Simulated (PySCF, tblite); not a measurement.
# C₅H₁₂F₂GeO: geometry, infrared bands and NMR shifts

Wanted: the infrared bands and NMR shifts of C₅H₁₂F₂GeO (`C[O][Ge]([CH3])([CH3])[C@@H](F)CF`), by calculation.

Programs: tblite 0.8.0 and PySCF 2.14.0, with density-fitted response routines of our own. Each step states its level of theory. These are calculated values for one molecule in the gas phase, unless marked as measured. Atoms count from 0, in the outputs and in this text.

## 1. Starting geometry

21 atoms, charge 0, multiplicity 1; geometry from: force field or distance geometry start.

Bonds of the start (Å): C0–O1 1.37, O1–Ge2 1.76, Ge2–C3 1.93, Ge2–C4 1.97, Ge2–C5 1.91, C5–F6 1.40, C5–C7 1.50, C7–F8 1.37, C0–H9 1.11, C0–H10 1.12, C0–H11 1.11, C3–H12 1.09, C3–H13 1.12, C3–H14 1.09, C4–H15 1.11, C4–H16 1.12, C4–H17 1.11, C5–H18 1.10, C7–H19 1.13, C7–H20 1.11.

## 2. Geometry optimisation with GFN2-xTB

Job settings and geometry (Å):

```
{"job": {"kind": "relax", "xc": "GFN2-xTB", "basis": "xTB"}, "charge": 0, "multiplicity": 1}
C     -2.521300    -0.918100     0.723900
O     -1.350800    -0.468000     1.282500
Ge    -0.156700     0.174500     0.154100
C     -0.324800    -0.506100    -1.643800
C     -0.531100     2.103700     0.030100
C      1.575100    -0.027200     0.941300
F      1.440200    -0.986600     1.949300
C      2.638000    -0.567500     0.027900
F      2.863200     0.195600    -1.081600
H     -2.354300    -1.774900     0.043400
H     -3.145300    -1.309000     1.562800
H     -3.118100    -0.125500     0.229800
H      0.429200    -0.077700    -2.310200
H     -1.306100    -0.157300    -2.054000
H     -0.258400    -1.588400    -1.712500
H     -1.177700     2.403500     0.876300
H      0.439400     2.653600     0.019500
H     -1.085700     2.282700    -0.912900
H      1.918200     0.895100     1.429800
H      3.591700    -0.550900     0.632700
H      2.426300    -1.634500    -0.188700
```

Launch:

```bash
> OMP_NUM_THREADS=1 python probes_run.py task.json out
```

This one command runs all jobs of the session in turn.

What it wrote:

```text
step      E/eV     max force
  0    -877.73475    2.072
  1    -877.94060    0.851
  2    -878.02119    0.791
  3    -878.07057    0.658
  4    -878.12974    0.646
  5    -878.16967    0.551
  6    -878.19843    0.360
  7    -878.22125    0.379
  8    -878.24127    0.400
  9    -878.25562    0.430
 10    -878.26425    0.276
 11    -878.26916    0.147
 12    -878.27292    0.152
 13    -878.27727    0.247
 14    -878.28249    0.271
 15    -878.28773    0.187
 16    -878.29226    0.180
 17    -878.29588    0.140
 18    -878.29841    0.133
 19    -878.30018    0.109
 20    -878.30156    0.128
 21    -878.30282    0.097
 22    -878.30421    0.113
 23    -878.30568    0.085
 24    -878.30713    0.095
 25    -878.30855    0.090
 26    -878.31002    0.098
 27    -878.31157    0.103
 28    -878.31317    0.099
 29    -878.31476    0.096
 30    -878.31633    0.108
 31    -878.31788    0.110
 32    -878.31930    0.101
 33    -878.32044    0.094
 34    -878.32135    0.083
 35    -878.32226    0.076
 36    -878.32337    0.077
 37    -878.32454    0.075
 38    -878.32552    0.064
 39    -878.32631    0.067
 40    -878.32717    0.070
 41    -878.32840    0.088
 42    -878.33020    0.137
 43    -878.33231    0.151
 44    -878.33437    0.117
 45    -878.33613    0.076
 46    -878.33756    0.079
 47    -878.33880    0.077
 48    -878.34002    0.096
 49    -878.34132    0.105
 50    -878.34273    0.099
 51    -878.34429    0.085
 52    -878.34619    0.080
 53    -878.34823    0.132
 54    -878.35032    0.103
 55    -878.35220    0.092
 56    -878.35342    0.109
 57    -878.35474    0.118
 58    -878.35687    0.114
 59    -878.35928    0.164
 60    -878.36336    0.208
 61    -878.36752    0.160
 62    -878.37503    0.177
 63    -878.37929    0.225
 64    -878.38589    0.303
 65    -878.39050    0.175
 66    -878.39424    0.106
 67    -878.39595    0.108
 68    -878.39789    0.091
 69    -878.39921    0.080
 70    -878.40036    0.061
 71    -878.40115    0.076
 72    -878.40170    0.067
 73    -878.40239    0.059
 74    -878.40350    0.076
 75    -878.40479    0.097
 76    -878.40604    0.088
 77    -878.40692    0.080
 78    -878.40762    0.079
 79    -878.40834    0.070
 80    -878.40952    0.091
 81    -878.41059    0.079
 82    -878.41160    0.075
 83    -878.41278    0.088
 84    -878.41426    0.107
 85    -878.41596    0.117
 86    -878.41725    0.140
 87    -878.41770    0.100
 88    -878.41885    0.068
 89    -878.41957    0.057
 90    -878.42093    0.087
 91    -878.42179    0.080
 92    -878.42287    0.078
 93    -878.42368    0.068
 94    -878.42463    0.059
 95    -878.42518    0.067
 96    -878.42586    0.063
 97    -878.42631    0.041
 98    -878.42661    0.057
 99    -878.42679    0.027
100    -878.42697    0.032
101    -878.42717    0.027
102    -878.42737    0.038
103    -878.42760    0.042
104    -878.42781    0.036
105    -878.42792    0.019
106    -878.42799    0.021
107    -878.42806    0.019
108    -878.42814    0.026
109    -878.42824    0.029
110    -878.42835    0.028
111    -878.42849    0.024
112    -878.42868    0.032
113    -878.42896    0.049
114    -878.42937    0.058
115    -878.42986    0.055
116    -878.43036    0.044
117    -878.43080    0.043
118    -878.43121    0.048
119    -878.43158    0.046
120    -878.43189    0.039
121    -878.43210    0.033
122    -878.43230    0.032
123    -878.43250    0.042
124    -878.43269    0.031
125    -878.43277    0.020
126    -878.43283    0.015
127    -878.43287    0.014
128    -878.43291    0.017
129    -878.43296    0.015
130    -878.43301    0.015
131    -878.43305    0.013
132    -878.43309    0.014
133    -878.43315    0.015
134    -878.43321    0.014
135    -878.43330    0.021
136    -878.43342    0.030
137    -878.43356    0.035
138    -878.43370    0.027
139    -878.43383    0.028
140    -878.43393    0.029
141    -878.43401    0.023
142    -878.43407    0.020
143    -878.43411    0.014
144    -878.43415    0.018
145    -878.43419    0.017
146    -878.43424    0.021
147    -878.43429    0.027
148    -878.43436    0.033
149    -878.43445    0.033
150    -878.43459    0.034
151    -878.43478    0.040
152    -878.43497    0.058
153    -878.43535    0.046
154    -878.43577    0.057
155    -878.43572    0.156
156    -878.43625    0.109
157    -878.43725    0.051
158    -878.43778    0.069
159    -878.43798    0.150
160    -878.43900    0.068
161    -878.43988    0.063
162    -878.44143    0.063
163    -878.44006    0.306
164    -878.44304    0.055
165    -878.44377    0.047
166    -878.44233    0.294
167    -878.44553    0.058
168    -878.44617    0.051
169    -878.44697    0.180
170    -878.44816    0.082
171    -878.44933    0.063
172    -878.45273    0.116
173    -878.45435    0.096
174    -878.45664    0.068
175    -878.45798    0.113
176    -878.45323    0.346
177    -878.45950    0.063
178    -878.45992    0.049
179    -878.46075    0.033
180    -878.46102    0.038
181    -878.46149    0.042
182    -878.46187    0.043
183    -878.46217    0.065
184    -878.46244    0.043
185    -878.46286    0.084
186    -878.46340    0.066
187    -878.46449    0.049
188    -878.46517    0.072
189    -878.46652    0.099
190    -878.46759    0.096
191    -878.46870    0.067
192    -878.46927    0.057
193    -878.46959    0.042
194    -878.46976    0.023
195    -878.46987    0.024
196    -878.46995    0.020
197    -878.47005    0.014
198    -878.47009    0.014
199    -878.47014    0.013
200    -878.47018    0.013
201    -878.47022    0.014
202    -878.47024    0.013
203    -878.47027    0.012
204    -878.47029    0.010
205    -878.47032    0.010
206    -878.47035    0.012
207    -878.47040    0.015
208    -878.47045    0.017
209    -878.47052    0.018
210    -878.47061    0.020
211    -878.47071    0.025
212    -878.47082    0.030
213    -878.47093    0.029
214    -878.47102    0.023
215    -878.47112    0.022
216    -878.47122    0.021
217    -878.47131    0.017
218    -878.47140    0.014
219    -878.47146    0.014
220    -878.47151    0.016
221    -878.47157    0.020
222    -878.47163    0.022
223    -878.47169    0.017
224    -878.47174    0.016
225    -878.47176    0.011
226    -878.47178    0.010
```

Wall time 1.7 s (1 thread of Arm Neoverse V2, shared host).

Along the way: (not every step is listed)

```csv
step,energy from step 0 (eV),largest force (eV/Å)
0,0.0000,2.0715
1,-0.2059,0.8512
2,-0.2864,0.7910
3,-0.3358,0.6580
4,-0.3950,0.6457
5,-0.4349,0.5510
6,-0.4637,0.3602
7,-0.4865,0.3787
8,-0.5065,0.3999
29,-0.5800,0.0959
50,-0.6080,0.0991
71,-0.6664,0.0765
92,-0.6881,0.0781
113,-0.6942,0.0491
134,-0.6985,0.0145
155,-0.7010,0.1563
176,-0.7185,0.3462
197,-0.7353,0.0141
218,-0.7367,0.0143
221,-0.7368,0.0200
222,-0.7369,0.0221
223,-0.7369,0.0171
224,-0.7370,0.0155
225,-0.7370,0.0112
226,-0.7370,0.0095
```

Close pairs (by a distance rule), those that changed most:

| bond | before (Å) | after (Å) | change (Å) |
| --- | --- | --- | --- |
| Ge2–C5 | 1.913 | 2.027 | +0.114 |
| Ge2–C3 | 1.930 | 1.990 | +0.060 |
| C7–H19 | 1.129 | 1.092 | -0.037 |
| C0–O1 | 1.373 | 1.406 | +0.033 |
| C3–H13 | 1.119 | 1.087 | -0.032 |
| C4–H16 | 1.116 | 1.083 | -0.032 |
| Ge2–C4 | 1.969 | 1.998 | +0.029 |
| C0–H10 | 1.116 | 1.092 | -0.025 |

The next job starts from the end point, and lists it.

## 3. Harmonic vibrations with GFN2-xTB

Job settings and geometry (Å):

```
{"job": {"kind": "ir", "xc": "GFN2-xTB", "basis": "xTB"}, "charge": 0, "multiplicity": 1}
C     -2.718856    -0.599859     0.984849
O     -1.316890    -0.610368     1.094406
Ge    -0.152454     0.016892    -0.109389
C     -0.379340    -0.897299    -1.862064
C     -0.301748     2.009327    -0.150387
C      1.517233    -0.659151     0.819059
F      1.682961    -1.977737     0.416137
C      2.734895     0.137754     0.417503
F      2.538550     0.669540    -0.845064
H     -3.061662    -1.194863     0.134491
H     -3.116738    -1.036482     1.902755
H     -3.109261     0.416218     0.879825
H      0.415380    -0.598457    -2.536079
H     -1.335591    -0.639329    -2.309766
H     -0.331791    -1.972532    -1.715465
H     -0.231782     2.413320     0.855444
H      0.483623     2.437580    -0.761593
H     -1.261309     2.296374    -0.569717
H      1.416963    -0.694571     1.904772
H      2.887414     0.986409     1.087876
H      3.631484    -0.485824     0.361936
```

What it wrote:

```text
mode    cm-1     km/mol
  1      37.4      1.71
  2      64.0      4.80
  3      81.4      2.15
  4      88.4      6.63
  5      90.7      0.42
  6     100.9      0.79
  7     107.5      0.35
  8     115.7      2.27
  9     130.3      0.47
 10     145.1      1.12
 11     172.5      5.28
 12     198.6     17.59
 13     239.9      6.38
 14     278.0     35.30
 15     328.0      5.45
 16     457.2     95.69
 17     485.1      3.77
 18     533.2     47.40
 19     571.4     61.76
 20     639.0     23.79
 21     737.9     54.75
 22     755.0      7.50
 23     785.2    140.79
 24     801.0     90.16
 25     868.2     33.24
 26     946.8     85.95
 27    1050.6     34.85
 28    1059.6    101.85
 29    1066.4     65.27
 30    1118.9     13.37
 31    1136.2      1.53
 32    1144.4      7.32
 33    1209.9     13.20
 34    1274.4      5.10
 35    1296.0      5.75
 36    1302.1      4.32
 37    1306.5      4.53
 38    1415.6      2.19
 39    1416.7      3.60
 40    1439.9      1.55
 41    1445.1      1.12
 42    1451.0      2.32
 43    1456.9      2.10
 44    1486.8      2.98
 45    1491.3      1.56
 46    2924.0     52.71
 47    2939.1     41.85
 48    2960.7     11.97
 49    2962.0     20.58
 50    2971.7     42.32
 51    2975.0     27.35
 52    3011.4     17.33
 53    3023.2     14.05
 54    3025.8      4.77
 55    3029.3     31.16
 56    3051.0      6.63
 57    3058.9     12.46
```

Run time: 0.82 s. Hardware: 1 thread of Arm Neoverse V2, shared host.

The strongest bands and the atoms that carry them (share of the mass-weighted mode):

```
cm⁻¹  km/mol                                   atoms
 457    95.7                       O1 60 %, Ge2 13 %
 571    61.8              C3 37 %, C4 25 %, Ge2 23 %
 738    54.8  H15 26 %, H14 21 %, H17 17 %, H13 11 %
 785   140.8  H13 21 %, H17 19 %, H16 17 %, H12 16 %
 801    90.2   H14 26 %, H15 21 %, H12 11 %, C3 10 %
 947    86.0              C7 31 %, F8 27 %, H18 21 %
1060   101.8      O1 27 %, C0 26 %, C7 17 %, C5 11 %
1066    65.3      O1 21 %, C0 19 %, C7 19 %, C5 16 %
```

## 4. Shielding tensors: PBE0/pcSseg-1

The job, as its differences from that of step 3:

```diff
@@ -1,2 +1,2 @@
-{"job": {"kind": "ir", "xc": "GFN2-xTB", "basis": "xTB"}, "charge": 0, "multiplicity": 1}
+{"job": {"kind": "nmr", "xc": "PBE0", "basis": "pcSseg-1"}, "charge": 0, "multiplicity": 1}
 C     -2.718856    -0.599859     0.984849
```

With the program's defaults for keys left out, this is: GIAO PBE0/pcSseg-1 NMR shielding, non-relativistic, gas phase.

What it wrote:

```text
coarse grid: 78760 points
cycle   1  E = -2548.4297863647  dE =  3.705e-02  |g| = 1.283e+00  |ddm| = 3.982e+00
cycle   2  E = -2548.1453213896  dE =  2.845e-01  |g| = 1.801e+00  |ddm| = 2.099e+00
cycle   3  E = -2548.6270992497  dE = -4.818e-01  |g| = 2.623e-01  |ddm| = 1.528e+00
cycle   4  E = -2548.6384204748  dE = -1.132e-02  |g| = 8.988e-02  |ddm| = 2.413e-01
cycle   5  E = -2548.6396929202  dE = -1.272e-03  |g| = 1.923e-02  |ddm| = 7.594e-02
cycle   6  E = -2548.6397540660  dE = -6.115e-05  |g| = 7.078e-03  |ddm| = 1.764e-02
cycle   7  E = -2548.6397621051  dE = -8.039e-06  |g| = 1.085e-03  |ddm| = 4.611e-03
final grid: 167960 points
cycle   8  E = -2548.6398459455  dE = -7.589e-08  |g| = 1.272e-03  |ddm| = 3.014e-03
cycle   9  E = -2548.6398458246  dE =  1.209e-07  |g| = 1.656e-03  |ddm| = 2.276e-03
cycle  10  E = -2548.6398462019  dE = -3.773e-07  |g| = 1.297e-04  |ddm| = 1.150e-03
cycle  11  E = -2548.6398462056  dE = -3.709e-09  |g| = 3.692e-05  |ddm| = 1.318e-04
cycle  12  E = -2548.6398462058  dE = -1.683e-10  |g| = 5.145e-06  |ddm| = 2.545e-05
converged SCF energy = -2548.6398462058

GIAO shielding tensors (ppm)
atom      isotropic    diamagn.    paramagn.     s11        s22        s33       span
  0 C      131.583     242.167    -110.584    104.211    105.301    185.238     81.027
  1 O      317.180     404.415     -87.235    247.857    331.693    371.991    124.134
  2 Ge    1247.735    2757.070   -1509.335   1152.922   1260.855   1329.429    176.508
  3 C      187.833     253.926     -66.093    178.289    188.966    196.244     17.955
  4 C      185.912     254.313     -68.401    174.548    186.200    196.988     22.440
  5 C       83.458     250.836    -167.379     53.925     81.463    114.985     61.060
  6 F      407.701     475.976     -68.275    349.424    412.817    460.862    111.438
  7 C       95.272     242.094    -146.822     60.335     86.469    139.012     78.678
  8 F      400.759     479.183     -78.424    333.802    395.155    473.321    139.519
  9 H       28.023      29.599      -1.576     23.094     25.896     35.078     11.984
 10 H       27.627      28.240      -0.613     22.921     24.817     35.143     12.222
 11 H       28.052      29.734      -1.682     23.072     25.860     35.224     12.152
 12 H       31.303      31.221       0.082     26.036     29.036     38.838     12.801
 13 H       31.099      31.150      -0.051     26.113     28.496     38.687     12.574
 14 H       30.785      31.266      -0.481     25.811     28.239     38.305     12.493
 15 H       31.283      31.735      -0.452     26.832     28.038     38.980     12.148
 16 H       31.250      31.407      -0.157     25.820     29.502     38.427     12.607
 17 H       30.982      31.367      -0.384     25.917     28.507     38.523     12.606
 18 H       26.658      32.416      -5.758     24.043     26.946     28.985      4.942
 19 H       26.879      28.751      -1.872     22.975     26.123     31.538      8.563
 20 H       26.395      27.164      -0.769     21.935     25.760     31.490      9.555
```

Run time: 58 s. Hardware: 1 thread of Arm Neoverse V2, shared host; peak memory 1.1 GiB.

The references, computed at this level on geometries of the same kind, shield at (ppm): 1H TMS 31.72, 13C TMS 186.9, 19F CFCl3 170.9, 17O H2O 336.1, 73Ge GeMe4 1331. Their shielding less the atom's gives the shift. The references are single molecules in the gas phase, so shifts against H2O, NH3, PH3, H3PO4 or CFCl3 are not on the usual liquid scales and can be off by tens of ppm. Atoms listed in one row are averaged.

| atoms | environment | σ (ppm) | δ (ppm) |
| --- | --- | --- | --- |
| C5 | sp3 CH bonded to F and Ge | 83.5 | 103.5 |
| C7 | sp3 CH2 bonded to F | 95.3 | 91.7 |
| C0 | methyl carbon bonded to O | 131.6 | 55.3 |
| C4 | methyl carbon bonded to Ge | 185.9 | 1.0 |
| C3 | methyl carbon bonded to Ge | 187.8 | -0.9 |
| H20 | hydrogen on an sp3 CH2 bonded to F | 26.40 | 5.32 |
| H18 | hydrogen on an sp3 CH bonded to F and Ge | 26.66 | 5.06 |
| H19 | hydrogen on an sp3 CH2 bonded to F | 26.88 | 4.84 |
| H9, H10, H11 | hydrogen on a methyl carbon bonded to O | 27.90 | 3.82 |
| H12, H13, H14 | hydrogen on a methyl carbon bonded to Ge | 31.06 | 0.65 |
| H15, H16, H17 | hydrogen on a methyl carbon bonded to Ge | 31.17 | 0.55 |
| O1 | oxygen bonded to C, Ge | 317.2 | 18.9 |
| Ge2 | germanium bonded to 3 C, O | 1248 | 83 |
| F8 | fluorine on an sp3 carbon | 400.8 | -229.8 |
| F6 | fluorine on an sp3 carbon | 407.7 | -236.8 |

The run also stored atomic charges by several schemes (e):

```csv
atoms,Mulliken,IAO,Hirshfeld,ESP fit
C0,-0.01,-0.19,-0.05,-0.07
O1,-0.74,-0.62,-0.26,-0.55
Ge2,0.99,1.10,0.47,0.97
C3,-0.55,-0.69,-0.20,-0.60
C4,-0.56,-0.70,-0.21,-0.70
C5,-0.14,-0.07,-0.03,-0.01
F6,-0.34,-0.33,-0.12,-0.24
C7,0.20,0.02,0.01,0.08
F8,-0.35,-0.33,-0.10,-0.25
```

Mayer bond orders: C0–O1 0.93, O1–Ge2 0.80, Ge2–C3 1.00, Ge2–C4 0.97, Ge2–C5 0.82, C5–F6 0.82, C5–C7 0.99, C7–F8 0.86.

## 5. Summary of results

```
                                                              quantity                                   value
                             strongest single infrared mode (GFN2-xTB)                    785 cm⁻¹, 141 km/mol
                                          zero-point energy (GFN2-xTB)                          100.4 kcal/mol
                                13C shifts against TMS (PBE0/pcSseg-1)        103.5, 91.7, 55.3, 1.0, -0.9 ppm
1H shifts against TMS (PBE0/pcSseg-1, means over atoms taken as alike)  5.32, 5.06, 4.84, 3.82, 0.65, 0.55 ppm
                                17O shifts against H2O (PBE0/pcSseg-1)                                18.9 ppm
                             73Ge shifts against GeMe4 (PBE0/pcSseg-1)                                  83 ppm
                              19F shifts against CFCl3 (PBE0/pcSseg-1)                      -229.8, -236.8 ppm
```

Relaxing lowered the energy by 0.737 eV in 226 steps; the close pair that moved most is Ge2–C5, from 1.913 to 2.027 Å. All 57 modes are real, so the xTB geometry is a minimum. The strongest single mode, at 785 cm⁻¹, has its largest shares on H13, H17, H16 and H12 (the list is cut at 4 atoms). Unscaled tight-binding wavenumbers are off by several per cent, some by more. Its intensities can rank the bands wrongly. C5 (sp3 CH bonded to F and Ge) lies farthest downfield among carbon, at 103.5 ppm; deshielded by the electronegative neighbour. At PBE0/pcSseg-1: The largest span, 177 ppm, is at Ge2, where the paramagnetic term is -1509 ppm. Spin-orbit coupling is left out, which matters for shieldings and couplings at and beside the heavy atoms.
